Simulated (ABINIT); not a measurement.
The system is CsLiCr2Te2S3.

```xyz
9
Lattice="3.4216 -5.1807 0.0078 3.4216 5.1807 0.0078 -2.9041 0.0000 7.4309" Properties=species:S:1:pos:R:3 pbc="T T T"
Cs    0.6167    0.0000    0.0649
Li    2.4219    0.0000    4.1212
Cr    0.1728    2.1297    4.1498
Cr    0.1728   -2.1297    4.1498
Te    4.0786    1.5993    2.1688
Te    4.0786   -1.5993    2.1688
S     2.0049   -2.1476    5.4598
S     2.0049    2.1476    5.4598
S     0.0600    0.0000    3.5978
```

The cell was built by a generator and needn't be a form met in nature.

Base run:

```yaml
Program: ABINIT 10.8.3 (patched build)
Functional: PBE
Potentials_or_basis: JTH PAW PBE v2.0
Cutoff: 626 eV
k_mesh: 4 × 4 × 3
Occupations: fermi-dirac, width 0.05 eV
Spin: no spin polarisation
```

Its results: band gap on the k mesh none (metal or under the smearing width); pressure -2.1 GPa; largest force 0.738 eV/Å.

**Question.** The run is repeated on the same cell with these changes: spin from no spin polarisation to collinear spin, ferromagnetic start. What comes out?

**Answer.** Band gap on the k mesh none (metal or under the smearing width); pressure 0.0 GPa; net moment 4.01 μB per cell; site moments Cs -0.00; Li +0.00; Cr +2.15; Te -0.17; S -0.06 μB; largest force 0.084 eV/Å.
